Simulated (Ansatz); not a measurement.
# BiS (Pm-3m) in Ansatz: further runs

The runs below take BiS through single point, with PBE.

Everything below comes from runs of Ansatz 0.2.0. Logs are shortened: lines on timing, memory, paths and dates and some standing lists are left out, and cuts for length are marked.

## Step 1: Starting point

Symmetry: Pm-3m, No. 221, cubic system. Conventional cell: a = 4.003 Å, b = 4.003 Å, c = 4.003 Å, α = 90.00°, β = 90.00°, γ = 90.00°. Around Bi (site symmetry m-3m) lie 8 S at 3.47 Å. Around S (site symmetry m-3m) lie 8 Bi at 3.47 Å.

The cell was built by a generator and needn't be a form met in nature.

## Step 2: Single point, PBE

input.yaml reads:

```yaml
crystal:
  lattice:
    - [4.00294434, 0.0, 0.0]
    - [0.0, 4.00294434, 0.0]
    - [0.0, 0.0, 4.00294434]
  atoms:
    - { symbol: Bi, position: [0.5, 0.5, 0.5] }
    - { symbol: S, position: [0.0, 0.0, 0.0] }
hamiltonian:
  xc: pbe
  pseudopotentials: { kind: paw }
kpoints:
  mp_grid: { grid: [7, 7, 7] }
scf:
  occupations: { method: gaussian, width: 0.017 }
output:
  forces: true
  stress: true
  eigenvalues: true
```

Potentials or basis: Ansatz PAW.

Started as:

```console
$ ansatz run input.yaml --threads 2 --pin off --max-ram 5632MiB --backend cpu --events-out ev --progress --plain --runs-dir out
```

The log of the run:

```text
Warning: RAYON_NUM_THREADS=2 ignored (pool sized by the plan → 2); use --threads N
Engine: ansatz 0.2.0, x86_64-unknown-linux-gnu
Pseudopotentials: kind: paw
Pseudopotential: Bi, paw, valence charge 15, recommended cutoff 420 eV (normal), Bi.paw.azcp
Pseudopotential: S, paw, valence charge 6, recommended cutoff 420 eV (normal), S.paw.azcp
Functional definition: PBE
  parameter kappa = 0.804
  parameter beta = 0.06672455060314922
  exchange = pbe_x(kappa = kappa, mu = beta*pi^2/3)
  correlation = pbe_c(beta = beta)
Crystal: 2 atoms, lattice volume = 64.141 Å³
Basis set: ecut = 420 eV, 1237 PW (Γ), exchange–correlation on 54×54×54 points (8 copies of the dense FFT grid, shifted against one another)
Bands: 15, of which v1, the nominal top of the filled ones, is band 11 counted from 1 (10 counted from 0)
Symmetry: 48 space group operations
Space group: Pm-3m (ITA 221), of the structure as read, at distance tolerance 4.0e-5 Å
k-points: 20 of 343
Non-local potential: Bi, projectors of the file, l = 0: 2, l = 1: 2, l = 2: 2, l = 3: 2
Non-local potential: S, projectors of the file, l = 0: 2, l = 1: 2, l = 2: 2
PAW form: soft (Blöchl's): semilocal exchange-correlation on the pseudo side does not see the compensation charge
PAW one-centre angular grid: Bi, 590 points (default); XC on 64 Gauss nodes
PAW one-centre angular grid: S, 110 points (default); XC on 64 Gauss nodes
Initial density: superposition of atomic densities (neutral atoms: chi_scale 0, normalization atom), corrected by the library's trained network
Initial wavefunctions: pseudopotential atomic-orbital guess
Functional: x = pbe(κ = 0.804, μ = 0.2195149727645171), c = pbe(β = 0.06672455060314922)
SCF iter   1: F=—  HF=-13297.719066 eV  |F-HF|=—  |Δ(HF+E_count)|=         —  Δρ=1.14e-3  dr2=1.67e-3  ethr=1.77e-3  ⟨swp⟩=6.7  Hψ=1724  notcnv=0
preconditioner: auto → Resta (q_TF=auto, 2.265 Å⁻¹)  ε∞=3.7  [insulator: Δε(μ)=0.125 eV  Ē_g=9.360 eV  σ=0.017 eV  W_gap=0.85  n_scr=18 (ndim 8)  ℏωp=15.4 eV  f_vac=0.000  D(μ)=2.68/eV (n_scr^D=26)  ε∞_Penn≈3.7]
SCF iter   2: F=—  HF=-13297.718558 eV  |F-HF|=—  |Δ(HF+E_count)|=   5.08e-4  Δρ=5.27e-4  dr2=2.41e-4  ethr=7.93e-6  ⟨swp⟩=2.7  Hψ=796  notcnv=0  defer=9
SCF iter   3: F=—  HF=-13297.718694 eV  |F-HF|=—  |Δ(HF+E_count)|=   1.36e-4  Δρ=2.08e-4  dr2=3.17e-5  ethr=1.15e-6  ⟨swp⟩=2.8  Hψ=498  notcnv=0  defer=9
SCF iter   4: F=—  HF=-13297.718789 eV  |F-HF|=—  |Δ(HF+E_count)|=   9.45e-5  Δρ=5.70e-5  dr2=2.27e-6  ethr=1.51e-7  ⟨swp⟩=2.1  Hψ=365  notcnv=0  defer=9
iter 5 did not close the SCF: its close was put off for the readings that it lacked (scf_convergence_deferred on its scf_iter line)
SCF iter   5: F=-13297.718791 eV  HF=-13297.718791 eV  |F-HF|=1.63e-8  |Δ(HF+E_count)|=   2.01e-6  Δρ=8.07e-6  dr2=4.88e-8  ethr=1.08e-8  ⟨swp⟩=2.5  Hψ=415  notcnv=0  defer=9
SCF iter   6: F=-13297.718791 eV  HF=-13297.718791 eV  |F-HF|=4.02e-9  |Δ(HF+E_count)|=   4.08e-8  Δρ=2.68e-6  dr2=5.63e-9  ethr=2.32e-10  ⟨swp⟩=5.2  Hψ=1281  notcnv=0
SCF 1 converged in 6 iterations: F = -13297.718791 eV  dr2 = 5.63e-9
SCF converged after 6 iterations
Free energy (F): -13297.718791 eV
Harris-Foulkes:  -13297.718791 eV  (|F-HF|=4.02e-9)
Internal energy: -13297.718402 eV  (E = F + TS)
E sigma→0 (E₀):  -13297.718596 eV
Entropy (-TS):   -0.000389 eV (-0.194 meV/atom)
Fermi energy:    6.819549 eV
--- Per-component energies (eV) ---
  E_band       = -157.185522
  E_kinetic    = 398.713124
  E_local      = -1746.033330  (includes V_loc(G=0)·N_el)
  E_nonlocal   = 589.710648
  E_hartree    = 558.713026
  E_xc         = -244.259063
  E_vxc        = -225.927509  (∫ρ·V_xc dr)
  E_paw        = -11262.983507  (= ΣΔE_a)
  E_vpaw       = -291.074891  (= ΣTr[D̂ρ^β])
  E_aug_tail   = -0.000441  (compensation charges beyond the density's cutoff)
  E_ewald      = -1591.578859
  E_smearing   = -0.000389  (= −TS)
  E_closure    = 0.000000  (closes the sum)
  Σ components = -13297.718791   (vs F -13297.718791, Δ=0.00e0)
--- Forces (eV/Å), atoms counted from 1 ---
  atom   1  Bi     0.00000000    -0.00000000     0.00000000
  atom   2  S     -0.00000000    -0.00000000    -0.00000000
  max |Σ_I F_I| component: 6.08e-29 eV/Å
--- Stress (GPa, compression-positive) ---
      -10.891979      -0.000000       0.000000
        0.000000     -10.891979       0.000000
       -0.000000       0.000000     -10.891979
  P = ⅓ Tr σ = -10.8920 GPa (-108.920 kbar)
--- Band table (eV; the first three rows and the last of 20) ---
  k-point 0: bands = ["-17.0153", "-17.0153", "-16.9707", "-16.9707", "-16.9707", "-6.3374", "-3.2889", "4.5550", "4.5550", "4.5550", "9.2452", "9.2452", "9.2452", "11.2272", "11.2272"]
  k-point 1: bands = ["-17.0151", "-17.0094", "-16.9723", "-16.9723", "-16.9706", "-6.2083", "-3.4226", "4.4049", "4.6820", "4.6820", "8.2472", "9.0183", "9.0183", "11.3951", "12.1437"]
  k-point 2: bands = ["-17.0147", "-16.9962", "-16.9758", "-16.9758", "-16.9703", "-5.8437", "-3.8116", "4.2763", "5.0209", "5.0209", "6.7079", "8.4515", "8.4515", "11.8974", "13.9570"]
  k-point 19: bands = ["-16.9869", "-16.9868", "-16.9868", "-16.9691", "-16.9691", "-4.7949", "-3.5080", "3.6406", "3.9660", "3.9660", "5.3605", "5.3605", "5.9626", "15.8069", "16.3442"]
```

Wall time 0.32 s (2 threads of AMD EPYC 9R45 (Zen 5), shared host); peak memory 0.35 GiB.

What came out:

```yaml
Free_energy: -13297.7188 eV
Pressure: -10.9 GPa
Band_gap_on_the_k_mesh: none (metal or under the smearing width)
```

Caveat: spin-orbit coupling is left out, which moves the levels of the heavy elements.

## Step 3: Single point, PBE

input.yaml: that of step 2 with these lines changed.

```diff
@@ -14,3 +14,3 @@
 scf:
-  occupations: { method: gaussian, width: 0.017 }
+  occupations: { method: gaussian, width: 0.018 }
 output:
```

Potentials or basis: Ansatz PAW.

Started as:

```console
$ ansatz run input.yaml --threads 2 --pin off --max-ram 5632MiB --backend cpu --events-out ev --progress --plain --runs-dir out
```

Run time: 0.3 s. Hardware: 2 threads of AMD EPYC 9R45 (Zen 5), shared host; peak memory 0.35 GiB.

It converged, with:

| Property | Result |
| --- | --- |
| Free energy | -13297.7188 eV |
| Pressure | -10.9 GPa |
| Band gap on the k mesh | none (metal or under the smearing width) |

Levels at points of the mesh, in eV from the Fermi level:
```
           k point  band 6  band 7  band 8  band 9  band 10  band 11  band 12  band 13  band 14  band 15
(0.00, 0.00, 0.00)  -13.16  -10.11   -2.26   -2.26    -2.26     2.43     2.43     2.43     4.41     4.41
```

Caveat: spin-orbit coupling is left out, which moves the levels of the heavy elements.

## Step 4: Single point, PBE

input.yaml: that of step 3 with these lines changed.

```diff
@@ -14,3 +14,3 @@
 scf:
-  occupations: { method: gaussian, width: 0.018 }
+  occupations: { method: gaussian, width: 0.019 }
 output:
```

Potentials or basis: Ansatz PAW.

Started as:

```console
$ ansatz run input.yaml --threads 2 --pin off --max-ram 5632MiB --backend cpu --events-out ev --progress --plain --runs-dir out
```

The log of the run:

```text
Warning: RAYON_NUM_THREADS=2 ignored (pool sized by the plan → 2); use --threads N
[... 9 set-up lines as earlier in the session ...]
Crystal: 2 atoms, lattice volume = 64.141 Å³
Basis set: ecut = 420 eV, 1237 PW (Γ), exchange–correlation on 54×54×54 points (8 copies of the dense FFT grid, shifted against one another)
Bands: 15, of which v1, the nominal top of the filled ones, is band 11 counted from 1 (10 counted from 0)
[... 2 set-up lines as earlier in the session ...]
[... 30 lines left out ...]
  E_nonlocal   = 589.710571
  E_hartree    = 558.712985
  E_xc         = -244.259024
  E_vxc        = -225.927464  (∫ρ·V_xc dr)
  E_paw        = -11262.983506  (= ΣΔE_a)
  E_vpaw       = -291.074891  (= ΣTr[D̂ρ^β])
  E_aug_tail   = -0.000441  (compensation charges beyond the density's cutoff)
  E_ewald      = -1591.578859
  E_smearing   = -0.000439  (= −TS)
  E_closure    = 0.000000  (closes the sum)
  Σ components = -13297.718837   (vs F -13297.718837, Δ=0.00e0)
--- Forces (eV/Å), atoms counted from 1 ---
  atom   1  Bi     0.00000000     0.00000000     0.00000000
  atom   2  S     -0.00000000    -0.00000000    -0.00000000
  max |Σ_I F_I| component: 1.30e-28 eV/Å
--- Stress (GPa, compression-positive) ---
      -10.892325      -0.000000       0.000000
        0.000000     -10.892325       0.000000
        0.000000       0.000000     -10.892325
  P = ⅓ Tr σ = -10.8923 GPa (-108.923 kbar)
--- Band table (eV; the first three rows and the last of 20) ---
  k-point 0: bands = ["-17.0153", "-17.0153", "-16.9707", "-16.9707", "-16.9707", "-6.3374", "-3.2889", "4.5550", "4.5550", "4.5550", "9.2452", "9.2452", "9.2452", "11.2272", "11.2272"]
  k-point 1: bands = ["-17.0151", "-17.0094", "-16.9723", "-16.9723", "-16.9706", "-6.2083", "-3.4226", "4.4049", "4.6820", "4.6820", "8.2472", "9.0183", "9.0183", "11.3951", "12.1437"]
  k-point 2: bands = ["-17.0147", "-16.9962", "-16.9758", "-16.9758", "-16.9703", "-5.8437", "-3.8116", "4.2763", "5.0209", "5.0209", "6.7079", "8.4515", "8.4515", "11.8974", "13.9570"]
  k-point 19: bands = ["-16.9869", "-16.9868", "-16.9868", "-16.9691", "-16.9691", "-4.7949", "-3.5080", "3.6406", "3.9660", "3.9660", "5.3605", "5.3605", "5.9626", "15.8068", "16.3442"]
```

Wall time 0.3 s (2 threads of AMD EPYC 9R45 (Zen 5), shared host); peak memory 0.35 GiB.

What came out:

```
Free energy            : -13297.7188 eV
Pressure               : -10.9 GPa
Band gap on the k mesh : none (metal or under the smearing width)
```

Caveat: spin-orbit coupling is left out, which moves the levels of the heavy elements.

## Step 5: Single point, PBE

input.yaml: that of step 4 with these lines changed.

```diff
@@ -14,3 +14,3 @@
 scf:
-  occupations: { method: gaussian, width: 0.019 }
+  occupations: { method: gaussian, width: 0.02 }
 output:
```

Potentials or basis: Ansatz PAW.

Started as:

```console
$ ansatz run input.yaml --threads 2 --pin off --max-ram 5632MiB --backend cpu --events-out ev --progress --plain --runs-dir out
```

The log of the run:

```text
Warning: RAYON_NUM_THREADS=2 ignored (pool sized by the plan → 2); use --threads N
[... 9 set-up lines as earlier in the session ...]
Crystal: 2 atoms, lattice volume = 64.141 Å³
Basis set: ecut = 420 eV, 1237 PW (Γ), exchange–correlation on 54×54×54 points (8 copies of the dense FFT grid, shifted against one another)
Bands: 15, of which v1, the nominal top of the filled ones, is band 11 counted from 1 (10 counted from 0)
[... 2 set-up lines as earlier in the session ...]
k-points: 20 of 343
[... 8 set-up lines as earlier in the session ...]
SCF iter   1: F=—  HF=-13297.719135 eV  |F-HF|=—  |Δ(HF+E_count)|=         —  Δρ=1.14e-3  dr2=1.66e-3  ethr=1.77e-3  ⟨swp⟩=6.7  Hψ=1721  notcnv=0
preconditioner: auto → Resta (q_TF=auto, 2.265 Å⁻¹)  ε∞=3.7  [insulator: Δε(μ)=0.125 eV  Ē_g=9.360 eV  σ=0.020 eV  W_gap=0.86  n_scr=18 (ndim 8)  ℏωp=15.4 eV  f_vac=0.000  D(μ)=2.31/eV (n_scr^D=18)  ε∞_Penn≈3.7]
SCF iter   2: F=—  HF=-13297.718627 eV  |F-HF|=—  |Δ(HF+E_count)|=   5.08e-4  Δρ=5.27e-4  dr2=2.40e-4  ethr=7.92e-6  ⟨swp⟩=2.6  Hψ=778  notcnv=0  defer=9
SCF iter   3: F=—  HF=-13297.718763 eV  |F-HF|=—  |Δ(HF+E_count)|=   1.35e-4  Δρ=2.08e-4  dr2=3.16e-5  ethr=1.15e-6  ⟨swp⟩=2.8  Hψ=498  notcnv=0  defer=9
SCF iter   4: F=—  HF=-13297.718858 eV  |F-HF|=—  |Δ(HF+E_count)|=   9.49e-5  Δρ=5.71e-5  dr2=2.27e-6  ethr=1.51e-7  ⟨swp⟩=2.1  Hψ=369  notcnv=0  defer=9
iter 5 did not close the SCF: its close was put off for the readings that it lacked (scf_convergence_deferred on its scf_iter line)
SCF iter   5: F=-13297.718860 eV  HF=-13297.718860 eV  |F-HF|=1.66e-8  |Δ(HF+E_count)|=   2.02e-6  Δρ=8.06e-6  dr2=4.86e-8  ethr=1.08e-8  ⟨swp⟩=2.5  Hψ=416  notcnv=0  defer=9
SCF iter   6: F=-13297.718860 eV  HF=-13297.718860 eV  |F-HF|=3.99e-9  |Δ(HF+E_count)|=   4.10e-8  Δρ=2.68e-6  dr2=5.59e-9  ethr=2.31e-10  ⟨swp⟩=5.2  Hψ=1297  notcnv=0
SCF 1 converged in 6 iterations: F = -13297.718860 eV  dr2 = 5.59e-9
SCF converged after 6 iterations
Free energy (F): -13297.718860 eV
Harris-Foulkes:  -13297.718860 eV  (|F-HF|=3.99e-9)
Internal energy: -13297.718395 eV  (E = F + TS)
E sigma→0 (E₀):  -13297.718627 eV
Entropy (-TS):   -0.000465 eV (-0.233 meV/atom)
Fermi energy:    6.817180 eV
--- Per-component energies (eV) ---
  E_band       = -157.185576
  E_kinetic    = 398.713043
  E_local      = -1746.033096  (includes V_loc(G=0)·N_el)
  E_nonlocal   = 589.710510
  E_hartree    = 558.712950
  E_xc         = -244.258998
  E_vxc        = -225.927434  (∫ρ·V_xc dr)
  E_paw        = -11262.983503  (= ΣΔE_a)
  E_vpaw       = -291.074888  (= ΣTr[D̂ρ^β])
  E_aug_tail   = -0.000441  (compensation charges beyond the density's cutoff)
  E_ewald      = -1591.578859
  E_smearing   = -0.000465  (= −TS)
  E_closure    = 0.000000  (closes the sum)
  Σ components = -13297.718860   (vs F -13297.718860, Δ=0.00e0)
--- Forces (eV/Å), atoms counted from 1 ---
  atom   1  Bi     0.00000000     0.00000000    -0.00000000
  atom   2  S      0.00000000    -0.00000000    -0.00000000
  max |Σ_I F_I| component: 1.01e-28 eV/Å
--- Stress (GPa, compression-positive) ---
      -10.892562       0.000000       0.000000
        0.000000     -10.892562      -0.000000
        0.000000       0.000000     -10.892562
  P = ⅓ Tr σ = -10.8926 GPa (-108.926 kbar)
--- Band table (eV; the first three rows and the last of 20) ---
  k-point 0: bands = ["-17.0153", "-17.0153", "-16.9707", "-16.9707", "-16.9707", "-6.3374", "-3.2889", "4.5550", "4.5550", "4.5550", "9.2452", "9.2452", "9.2452", "11.2272", "11.2272"]
  k-point 1: bands = ["-17.0151", "-17.0094", "-16.9723", "-16.9723", "-16.9706", "-6.2083", "-3.4226", "4.4049", "4.6820", "4.6820", "8.2472", "9.0183", "9.0183", "11.3951", "12.1437"]
  k-point 2: bands = ["-17.0147", "-16.9962", "-16.9758", "-16.9758", "-16.9703", "-5.8437", "-3.8116", "4.2763", "5.0209", "5.0209", "6.7079", "8.4515", "8.4515", "11.8974", "13.9570"]
  k-point 19: bands = ["-16.9869", "-16.9868", "-16.9868", "-16.9691", "-16.9691", "-4.7949", "-3.5080", "3.6406", "3.9660", "3.9660", "5.3605", "5.3605", "5.9625", "15.8068", "16.3442"]
```

Run time: 0.3 s. Hardware: 2 threads of AMD EPYC 9R45 (Zen 5), shared host; peak memory 0.35 GiB.

Results:

```yaml
Free_energy: -13297.7189 eV
Pressure: -10.9 GPa
Band_gap_on_the_k_mesh: none (metal or under the smearing width)
```

Caveat: spin-orbit coupling is left out, which moves the levels of the heavy elements.

## Step 6: Single point, PBE

input.yaml: that of step 5 with these lines changed.

```diff
@@ -14,3 +14,3 @@
 scf:
-  occupations: { method: gaussian, width: 0.02 }
+  occupations: { method: gaussian, width: 0.021 }
 output:
@@ -19 +19,5 @@
   eigenvalues: true
+  write_density: true
+  write_potential: true
+  elf: true
+  volumetric_format: npy
```

Potentials or basis: Ansatz PAW.

Started as:

```console
$ ansatz run input.yaml --threads 2 --pin off --max-ram 5632MiB --backend cpu --events-out ev --progress --plain --runs-dir out
```

It took 0.37 s on 2 threads of AMD EPYC 9R45 (Zen 5), shared host; peak memory 0.36 GiB.

It converged, with:

* Free energy: -13297.7189 eV
* Pressure: -10.9 GPa
* Band gap on the k mesh: none (metal or under the smearing width)

Levels at points of the mesh, in eV from the Fermi level:
```tsv
k point	band 7	band 8	band 9	band 10	band 11	band 12	band 13	band 14
(0.00, 0.00, 0.00)	-10.11	-2.26	-2.26	-2.26	2.43	2.43	2.43	4.41
```

Caveat: spin-orbit coupling is left out, which moves the levels of the heavy elements.

## Step 7: The runs side by side

| smearing | gap on the mesh (eV) | pressure (GPa) |
| --- | --- | --- |
| gaussian 0.017 eV | none | -10.9 |
| gaussian 0.018 eV | none | -10.9 |
| gaussian 0.019 eV | none | -10.9 |
| gaussian 0.02 eV | none | -10.9 |
| gaussian 0.021 eV | none | -10.9 |

Alike in all rows: task single point; level PBE; potentials or basis Ansatz PAW; no spin polarisation; cell as given; k mesh 7 × 7 × 7; cutoff (eV) 420.

Every run on the cell as given and a fine mesh finds a metal.

Caveats: spin-orbit coupling is left out, which moves the levels of the heavy elements.

Absolute energies hang on the potentials; compare differences alone.
